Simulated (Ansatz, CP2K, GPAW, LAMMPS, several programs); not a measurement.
Many methods on one cell: SiC3 (ordering on diamond)

An ordered 4-atom cell of SiC3 on the diamond lattice (R3m), relaxed with r2SCAN in Ansatz, was computed with several methods. The symmetry is R3m (No. 160, trigonal); conventional cell a = 2.831 Å, c = 14.010 Å, 8.10 Å³ an atom. C has 3 C at 1.72 Å and 1 Si at 1.89 Å; C has 1 C at 1.54 Å and 3 Si at 1.79 Å; C has 4 C at 1.54–1.72 Å; Si has 4 C at 1.79–1.89 Å. Simulation only: spin-unpolarised, and no claim that this is the phase found in nature.

```cif
data_structure
_symmetry_space_group_name_H-M 'R3m:H'
_symmetry_Int_Tables_number 160
_cell_length_a 2.8309
_cell_length_b 2.8309
_cell_length_c 14.0102
_cell_angle_alpha 90.000
_cell_angle_beta 90.000
_cell_angle_gamma 120.000
_cell_volume 97.23
loop_
_atom_site_label
_atom_site_type_symbol
_atom_site_symmetry_multiplicity
_atom_site_Wyckoff_symbol
_atom_site_fract_x
_atom_site_fract_y
_atom_site_fract_z
_atom_site_occupancy
C1 C 3 a 0.66667 0.33333 0.32510 1
C2 C 3 a 0.33333 0.66667 0.17771 1
C3 C 3 a 0.33333 0.66667 0.28749 1
Si1 Si 3 a 0.00000 0.00000 0.12637 1
```

Gaps and times are for a single point on this cell; volume and bulk modulus come from each method's own relaxation or energy curve at fixed shape, which is too stiff where a cell has free coordinates or axes. Times are rough, from shared hosts (Arm Neoverse V1), and each method has its own mesh and cell size. A double dagger marks a value from a curve with shape and coordinates held. Gaps from k meshes are read at a limited set of points (mesh, symmetry points, PBE's band edges), so each method's own least gap may be somewhat smaller. Force fields have no electrons; where one was fitted to this phase, its volume and modulus reflect the fit. Minimal bases can be far off for gaps. GLLB-SC's gap includes the derivative discontinuity. d marks a direct gap, i an indirect one (no mark: not told apart), a dash a value that wasn't computed or didn't pass its checks.

```json
{"method": "SiC.vashishta (LAMMPS)", "kind": "force field", "gap (eV)": "–", "own volume (Å³/atom)": "–", "bulk modulus (GPa)": "–", "atoms computed": "4", "processor time": "0.12 s"}
{"method": "SiCGe.tersoff (LAMMPS)", "kind": "force field", "gap (eV)": "–", "own volume (Å³/atom)": "–", "bulk modulus (GPa)": "–", "atoms computed": "4", "processor time": "0.12 s"}
{"method": "SiC_Erhart-Albe.tersoff (LAMMPS)", "kind": "force field", "gap (eV)": "–", "own volume (Å³/atom)": "–", "bulk modulus (GPa)": "–", "atoms computed": "4", "processor time": "0.13 s"}
{"method": "light PBE (260 eV and a coarse mesh)", "kind": "light plane-wave", "gap (eV)": "1.52 i", "own volume (Å³/atom)": "–", "bulk modulus (GPa)": "–", "atoms computed": "4", "processor time": "0.84 s"}
{"method": "non-self-consistent DFTB (CP2K)", "kind": "tight binding", "gap (eV)": "5.41 d", "own volume (Å³/atom)": "–", "bulk modulus (GPa)": "–", "atoms computed": "4", "processor time": "0.98 s"}
{"method": "PBE", "kind": "semilocal", "gap (eV)": "1.55 i", "own volume (Å³/atom)": "8.19", "bulk modulus (GPa)": "275‡", "atoms computed": "4", "processor time": "7 s"}
{"method": "r2SCAN", "kind": "semilocal", "gap (eV)": "1.84 i", "own volume (Å³/atom)": "8.10", "bulk modulus (GPa)": "289‡", "atoms computed": "4", "processor time": "15 s"}
{"method": "PBE/single zeta (GPAW)", "kind": "small basis", "gap (eV)": "2.91 i", "own volume (Å³/atom)": "–", "bulk modulus (GPa)": "–", "atoms computed": "4", "processor time": "26 s"}
{"method": "PBE/SZV (CP2K)", "kind": "small basis", "gap (eV)": "5.21 d", "own volume (Å³/atom)": "8.45‡", "bulk modulus (GPa)": "286‡", "atoms computed": "4", "processor time": "33 s"}
{"method": "PBE/DZVP (CP2K)", "kind": "small basis", "gap (eV)": "1.63 i", "own volume (Å³/atom)": "8.17‡", "bulk modulus (GPa)": "275‡", "atoms computed": "4", "processor time": "73 s"}
{"method": "GLLB-SC (GPAW)", "kind": "model potential", "gap (eV)": "2.51", "own volume (Å³/atom)": "–", "bulk modulus (GPa)": "–", "atoms computed": "4", "processor time": "95 s"}
```

Against r2SCAN (1.84 eV) and with closed or daggered gaps left aside, the nearest gap at the points sampled is that of PBE/DZVP (CP2K) (-0.21 eV) and the farthest that of non-self-consistent DFTB (CP2K) (+3.57 eV). r2SCAN is only a yardstick of convenience: semilocal gaps usually lie below measured ones, which GLLB-SC and hybrids aim to mend.

Volumes against r2SCAN's: PBE +1.1 %.

Runs without a result: SiC.vashishta (LAMMPS) (relaxation), SiCGe.tersoff (LAMMPS) (relaxation).

Relaxed on its own, the cell leaves this structure with SiC.vashishta (LAMMPS), non-self-consistent DFTB (CP2K), so no volume is listed.
